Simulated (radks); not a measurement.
# Er⁴⁺ in [Xe] 4f10: an all-electron calculation

Aim: the levels, the sizes of the orbitals and the parts of the energy of the erbium ion Er4+.

Program: radks (a radial shooting solver on a logarithmic mesh, Libxc functionals) version 1. Level of theory: Dirac Kohn-Sham, BLYP, spin-unpolarised, spherical densities, finite nucleus; open shells fill j = l - 1/2 first. These are calculated values, not measurements, unless marked.

## Step 1: The atom as given

- element: erbium (Z = 68)
- charge: +4
- electrons: 64
- configuration: [Xe] 4f10
- nuclear rms radius: 5.2516 fm

## Step 2: Self-consistent calculation

Settings of this run:

```text
Z 68
configuration [Xe] 4f10 6s0 5d0 6p0 5f0
relativity Dirac
functional b88,lyp
spin unpolarised
j_filling energy
nucleus finite rms 5.2516 fm
c 137.035999084
```

Started as:

```
$ python run_ks.py task.json out
```

The same process makes all the runs of this session.

**Question.** What will this run give?

**Answer**, as computed:

```
                        quantity                   value
                    total energy     -13096.0234 hartree
exchange-correlation share of it                  2.12 %
                            −T/E                  1.1036
          highest occupied level       4f7/2, -55.250 eV
    most extended occupied level  5p3/2, <r> = 1.41 bohr
 radius at density 0.001 e/bohr³               2.99 bohr
    maxima of the radial density                       4
         ionisation energy, NIST     65.1 (semi-emp.) eV
```

**Reading.** 5 principal shells are occupied and 4 maxima appear in the radial density; where shells overlap, one shows as a shoulder or not at all. Relativity lifts −T/E to 1.104. Minus the highest eigenvalue, 55.250 eV, is 85 % of the tabulated ionisation energy (65.1 eV); the potential of a semilocal functional falls off too fast, so its top eigenvalue is too shallow. Spin polarisation and multiplet splitting are left out.
